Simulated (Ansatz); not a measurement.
MoS2, space group R-3m: an equation of state with a fit, run with Ansatz 0.2.0, Python API.

The script, `eos_mos2.py`:
```python
# -*- coding: utf-8 -*-
"""Bulk modulus of MoS2 from an E(V) curve."""

from dataclasses import dataclass
import warnings

import ansatz as az
import numpy as np
from pymatgen.analysis.eos import EOS


@dataclass(frozen=True)
class Settings:
    xc: str = "lda"
    ecut: int = 450
    filling: str = "Fermi-Dirac"
    kgrid: tuple[int, ...] = (11, 11, 11)


opts = Settings()

vectors0 = np.array([
    [1.5855, 0.915389, 6.114997],
    [-1.5855, 0.915389, 6.114997],
    [0.0, -1.830778, 6.114997],
])
sites = [
    ("Mo", (0.0, 0.0, 0.0)),
    ("S", (0.75, 0.75, 0.75)),
    ("S", (0.25, 0.25, 0.25)),
]


def make_crystal(cell):
    crystal = az.Crystal(lattice=az.Lattice.of(cell))
    for symbol, position in sites:
        crystal = crystal.atom(symbol, position)
    return crystal

warnings.simplefilter("ignore", az.DeckWarning)

# uniform scaling of the cell
volumes, energies, pressures = [], [], []
for scale in np.linspace(0.88, 1.12, 7):
    cell = vectors0 * scale ** (1 / 3)
    base = make_crystal(cell).calculation()
    base = base.functional(opts.xc).basis(opts.ecut)
    base = base.occupations(opts.filling)
    base = base.kpoints(*opts.kgrid)
    base = base.stress()
    r = base.run(threads=1, backend="cpu").report
    volumes.append(abs(np.linalg.det(cell)) / len(sites))
    energies.append(r["free_energy_ev"] / len(sites))
    pressures.append(np.trace(r["stress_gpa"]) / 3)
    print(f"V = {volumes[-1]:8.4f} A^3/atom  F = {energies[-1]:.5f} eV/atom  P = {pressures[-1]:8.3f} GPa")

for form in ["pourier_tarantola", "vinet"]:
    fit = EOS(eos_name=form).fit(volumes, energies)
    print(f"{form:18s} V0 {fit.v0:8.4f} A^3/atom  B0 {fit.b0_GPa:7.1f} GPa  B1 {fit.b1:5.2f}")
```

Its results, one of them left out:

| V (Å³/atom) | F less the lowest row shown (meV/atom) |
| --- | --- |
| 15.620 | 155.14 |
| 16.330 | 64.40 |
| 17.040 | 15.37 |
| 17.750 | 0.00 |
| 18.460 | 11.80 |
| 19.170 | ? |
| 19.880 | 96.92 |

What is the missing energy at 19.170 Å³ an atom?

A third-order Birch-Murnaghan fit, E = E0 + (9 V0 B0 / 16) [(t - 1)³ B' + (t - 1)² (6 - 4t)] with t = (V0/V)^(2/3), through the 6 rows shown gives V0 = 17.772 Å³, B0 = 151.7 GPa, B' = 4.34 and E0 = 0.00 meV. At V = 19.170 Å³, t = 0.95078, and the fit interpolates to 45.48 meV. The run gave 45.53 meV, a miss of 0.05 meV.

Reading the output:
- No spin polarisation was allowed.
- Shape and fractional positions are held along the curve, so the bulk modulus is an upper value where they are free to relax.
- For a metal this k-point mesh is coarse: on a finer one energies can move by several to tens of meV an atom and pressures by half a GPa or more, differences at one mesh by less.
- Of the deposited cell: the entry's cell lengths or inner coordinates differ somewhat from later room-temperature determinations.
- Pressure is positive in compression.
- The starting cell is as deposited in a crystallographic database; the results hold for this polymorph, which needn't be the stable one.
- Run time: 56 s on 1 thread of Arm Neoverse V1 (shared host), peak memory 0.56 GiB.
